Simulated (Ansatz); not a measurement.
# EuAgSb (P6_3/mmc) in Ansatz: equation of state

Aim: energy against volume of EuAgSb in PBEsol, for its equilibrium volume and stiffness.

Program: Ansatz 0.2.0. These are calculated values, not measurements. Logs are shortened: lines on timing, memory, paths and dates and some standing lists are left out, and cuts for length are marked.

**1. The crystal as given**

It takes space group P6_3/mmc (No. 194, hexagonal). The conventional cell has a = 4.755 Å, b = 4.755 Å, c = 8.283 Å, α = 90.00°, β = 90.00°, γ = 120.00°. Eu (site symmetry -3m) is surrounded by 6 Sb at 3.44 Å and 6 Ag at 3.44 Å. Sb (site symmetry -6m2) is surrounded by 3 Ag at 2.75 Å. Ag (site symmetry -6m2) has 3 Sb at 2.75 Å as nearest neighbours.

**2. Single point, PBEsol, collinear spin, ferromagnetic start, 25.41 Å³/atom (volume scaled by 0.94)**

input.yaml reads:

```yaml
crystal:
  lattice:
    - [4.6579319469, 0.0, 0.0]
    - [-2.3289659735, 4.0338873952, 0.0]
    - [0.0, 0.0, 8.1139117385]
  atoms:
    - { symbol: Eu, position: [0.0, 0.0, 0.5], spin: 7.0 }
    - { symbol: Eu, position: [0.0, 0.0, 0.0], spin: 7.0 }
    - { symbol: Sb, position: [0.6666666667, 0.3333333333, 0.75] }
    - { symbol: Sb, position: [0.3333333333, 0.6666666667, 0.25] }
    - { symbol: Ag, position: [0.6666666667, 0.3333333333, 0.25] }
    - { symbol: Ag, position: [0.3333333333, 0.6666666667, 0.75] }
hamiltonian:
  xc: pbesol
  pseudopotentials: { kind: paw }
magnetization:
  spin_polarized: true
kpoints:
  mp_grid: { grid: [7, 7, 4] }
scf:
  occupations: { method: fermi_dirac, width: 0.05 }
output:
  forces: true
  stress: true
  eigenvalues: true
```

Potentials or basis: Ansatz PAW.

Launch:

```console
> ansatz run input.yaml --threads 2 --pin off --max-ram 5632MiB --backend cpu --events-out ev --progress --plain --runs-dir out
```

The program printed:

```text
Warning: RAYON_NUM_THREADS=2 ignored (pool sized by the plan → 2); use --threads N
Engine: ansatz 0.2.0, aarch64-unknown-linux-gnu
Pseudopotentials: kind: paw
Pseudopotential: Eu, paw, valence charge 17, recommended cutoff 420 eV (normal), Eu.paw.azcp
Pseudopotential: Sb, paw, valence charge 15, recommended cutoff 420 eV (normal), Sb.paw.azcp
Pseudopotential: Ag, paw, valence charge 19, recommended cutoff 420 eV (normal), Ag.paw.azcp
Functional definition: PBEsol
  exchange = pbesol_x
  correlation = pbesol_c
Crystal: 6 atoms, lattice volume = 152.457 Å³
Basis set: ecut = 420 eV, 2997 PW (Γ), exchange–correlation on 64×64×120 points (8 copies of the dense FFT grid, shifted against one another)
Bands: 70, of which v1, the nominal top of the filled ones, is band 51 counted from 1 (50 counted from 0)
Symmetry: 24 space group operations
Space group: P63/mmc (ITA 194), of the structure as read, at distance tolerance 5.3e-5 Å
Magnetic group: BNS 194.263 (UNI 1493), of the structure as read, at distance tolerance 5.3e-5 Å
k-points: 24 of 196
Non-local potential: Eu, projectors of the file, l = 0: 3, l = 1: 2, l = 2: 2, l = 3: 3
Non-local potential: Sb, projectors of the file, l = 0: 2, l = 1: 2, l = 2: 2, l = 3: 2
Non-local potential: Ag, projectors of the file, l = 0: 3, l = 1: 2, l = 2: 2, l = 3: 1
PAW form: soft (Blöchl's): semilocal exchange-correlation on the pseudo side does not see the compensation charge
PAW frozen core: Eu, regenerated for the run's functional, and the local potential with it (the file was generated under x = pbe(κ = 0.804, μ = 0.2195149727645171), c = pbe(β = 0.06672455060314922))
PAW frozen core: Sb, regenerated for the run's functional, and the local potential with it (the file was generated under x = pbe(κ = 0.804, μ = 0.2195149727645171), c = pbe(β = 0.06672455060314922))
PAW frozen core: Ag, regenerated for the run's functional, and the local potential with it (the file was generated under x = pbe(κ = 0.804, μ = 0.2195149727645171), c = pbe(β = 0.06672455060314922))
PAW one-centre angular grid: Eu, 590 points (default); XC on 64 Gauss nodes
[... 29 lines left out ...]
Free energy (F): -45194.078365 eV
Harris-Foulkes:  -45194.078365 eV  (|F-HF|=4.90e-9)
Internal energy: -45194.049654 eV  (E = F + TS)
E sigma→0 (E₀):  -45194.064009 eV
Entropy (-TS):   -0.028711 eV (-4.785 meV/atom)
Fermi energy:    13.203704 eV
--- Per-component energies (eV) ---
  E_band       = -843.618489
  E_kinetic    = 2182.641928
  E_local      = -12255.397534  (includes V_loc(G=0)·N_el)
  E_nonlocal   = 1841.319950
  E_hartree    = 5361.215868
  E_xc         = -999.055564
  E_vxc        = -1073.259667  (∫ρ·V_xc dr)
  E_paw        = -29244.010223  (= ΣΔE_a)
  E_vpaw       = -2261.349565  (= ΣTr[D̂ρ^β])
  E_aug_tail   = 0.000581  (compensation charges beyond the density's cutoff)
  E_ewald      = -12083.247513
  E_core_change = 2.482854  (= ΣΔE_core)
  E_smearing   = -0.028711  (= −TS)
  E_closure    = -0.000000  (closes the sum)
  Σ components = -45194.078365   (vs F -45194.078365, Δ=0.00e0)
--- Forces (eV/Å), atoms counted from 1 ---
  atom   1  Eu    -0.00000000     0.00000000     0.00000000
  atom   2  Eu     0.00000000     0.00000000    -0.00000000
  atom   3  Sb     0.00000000     0.00000000    -0.00000000
  atom   4  Sb    -0.00000000    -0.00000000     0.00000000
  atom   5  Ag     0.00000000     0.00000000    -0.00000000
  atom   6  Ag    -0.00000000    -0.00000000     0.00000000
  max |Σ_I F_I| component: 5.55e-17 eV/Å
--- Stress (GPa, compression-positive) ---
        1.425549      -0.000000      -0.000000
       -0.000000       1.425549       0.000000
       -0.000000       0.000000      -0.829044
  P = ⅓ Tr σ = 0.6740 GPa (6.740 kbar)
--- Band table (eV; the first three rows and the last of 48) ---
  k-point 0 ↑: bands = ["-79.5332", "-79.5332", "-43.0640", "-43.0640", "-43.0640", "-43.0640", "-42.9781", "-42.9780", "-28.1594", "-28.1522", "-15.5325", "-15.5325", "-15.5320", "-15.5320", "-15.4742", "-15.4742", "-15.4740", "-15.4740", "-15.4588", "-15.4584", "-7.1203", "-6.9147", "-6.9147", "-6.9043", "-6.8927", "-6.8927", "2.5070", "3.2863", "7.0559", "7.0559", "7.2274", "7.2274", "7.8751", "7.8751", "7.9410", "8.0642", "8.0642", "8.4752", "8.6621", "11.9408", "11.9408", "12.0786", "12.4943", "12.4943", "12.6616", "12.8490", "12.8494", "12.8494", "12.8597", "12.9206", "12.9206", "12.9384", "12.9384", "12.9463", "12.9487", "13.2750", "13.4168", "13.9611", "13.9611", "14.0685", "14.0940", "14.0940", "14.1785", "14.9980", "14.9980", "16.5928", "16.5928", "17.2234", "17.2234", "17.6211"]
  k-point 1 ↑: bands = ["-79.5332", "-79.5332", "-43.0640", "-43.0640", "-43.0640", "-43.0640", "-42.9781", "-42.9780", "-28.1584", "-28.1532", "-15.5324", "-15.5324", "-15.5321", "-15.5321", "-15.4742", "-15.4742", "-15.4740", "-15.4740", "-15.4587", "-15.4585", "-7.0896", "-6.9369", "-6.9115", "-6.9115", "-6.8960", "-6.8960", "2.6097", "3.1581", "7.0810", "7.0810", "7.2022", "7.2022", "7.9005", "7.9005", "7.9418", "8.0338", "8.0338", "8.1334", "9.3513", "11.5115", "12.0438", "12.0438", "12.4461", "12.4461", "12.6831", "12.8352", "12.8557", "12.8579", "12.8579", "12.9176", "12.9176", "12.9466", "12.9484", "12.9597", "12.9597", "12.9991", "13.5370", "13.5442", "13.5442", "14.1398", "14.2875", "14.2875", "14.9536", "15.6476", "15.6476", "15.7063", "15.7063", "16.8498", "17.3024", "17.8253"]
  k-point 2 ↑: bands = ["-79.5332", "-79.5332", "-43.0640", "-43.0640", "-43.0640", "-43.0640", "-42.9781", "-42.9781", "-28.1558", "-28.1558", "-15.5322", "-15.5322", "-15.5322", "-15.5322", "-15.4741", "-15.4741", "-15.4741", "-15.4741", "-15.4586", "-15.4586", "-7.0142", "-7.0142", "-6.9037", "-6.9037", "-6.9037", "-6.9037", "2.8714", "2.8714", "7.1415", "7.1415", "7.1415", "7.1415", "7.9647", "7.9647", "7.9647", "7.9647", "7.9746", "7.9746", "10.4036", "10.4036", "12.2748", "12.2748", "12.2748", "12.2748", "12.7488", "12.7488", "12.8814", "12.8814", "12.8829", "12.8829", "12.8829", "12.8829", "12.9475", "12.9475", "13.1264", "13.1264", "13.1264", "13.1264", "13.9254", "13.9254", "14.8410", "14.8410", "14.8410", "14.8410", "15.9383", "15.9383", "16.7502", "16.7502", "16.7502", "16.7502"]
  k-point 23 ↓: bands = ["-79.5323", "-79.5323", "-43.0642", "-43.0642", "-43.0640", "-43.0640", "-42.9759", "-42.9759", "-25.1021", "-25.1021", "-15.5435", "-15.5435", "-15.5423", "-15.5423", "-15.4856", "-15.4856", "-15.4853", "-15.4853", "-15.4674", "-15.4674", "-4.7214", "-4.7214", "-4.7138", "-4.7138", "-4.6848", "-4.6848", "3.5633", "3.5633", "7.5116", "7.5116", "7.7494", "7.7494", "7.8000", "7.8000", "7.9709", "7.9709", "8.2970", "8.2970", "8.9761", "8.9761", "10.0139", "10.0139", "11.9055", "11.9055", "13.8820", "13.8820", "16.1012", "16.1012", "16.5743", "16.5743", "17.0645", "17.0645", "17.3878", "17.3878", "17.4357", "17.4357", "17.5053", "17.5053", "17.5507", "17.5507", "17.6692", "17.6692", "17.7012", "17.7012", "17.8919", "17.8919", "18.1020", "18.1020", "18.8212", "18.8212"]
```

Wall time 31 s (2 threads of Arm Neoverse V2, shared host); peak memory 0.74 GiB.

What came out:

* Free energy: -45194.0784 eV
* Pressure: 0.7 GPa
* Band gap on the k mesh: none (metal or under the smearing width)
* Net moment: 14.00 μB per cell
* Absolute moment: 14.24 μB per cell
* Site moments: Eu +6.83; Sb -0.04; Ag +0.00 μB

Caveat: spin-orbit coupling is left out, which moves the levels of the heavy elements; without U or exact exchange the open f shell lies at the Fermi level, which spoils levels, moments and volumes; the PAW data sets come from PBE, with cores solved anew for the run's functional, which leaves a small shift of forces and pressure.

**3. Single point, PBEsol, collinear spin, ferromagnetic start, 25.95 Å³/atom (volume scaled by 0.96)**

input.yaml, as its differences from that of step 2:

```diff
@@ -2,5 +2,5 @@
   lattice:
-    - [4.6579319469, 0.0, 0.0]
-    - [-2.3289659735, 4.0338873952, 0.0]
-    - [0.0, 0.0, 8.1139117385]
+    - [4.6907353654, 0.0, 0.0]
+    - [-2.3453676827, 4.0622959889, 0.0]
+    - [0.0, 0.0, 8.1710538447]
   atoms:
```

Potentials or basis: Ansatz PAW.

Launch:

```console
> ansatz run input.yaml --threads 2 --pin off --max-ram 5632MiB --backend cpu --events-out ev --progress --plain --runs-dir out
```

Wall time 31 s (2 threads of Arm Neoverse V2, shared host); peak memory 0.75 GiB.

It converged, with:

```
Free energy            : -45194.0789 eV
Pressure               : -0.6 GPa
Band gap on the k mesh : none (metal or under the smearing width)
Net moment             : 14.00 μB per cell
Absolute moment        : 14.24 μB per cell
Site moments           : Eu +6.83; Sb -0.04; Ag +0.00 μB
```

Caveat: spin-orbit coupling is left out, which moves the levels of the heavy elements; without U or exact exchange the open f shell lies at the Fermi level, which spoils levels, moments and volumes; the PAW data sets come from PBE, with cores solved anew for the run's functional, which leaves a small shift of forces and pressure.

(Part 1 of 2 ends here.)
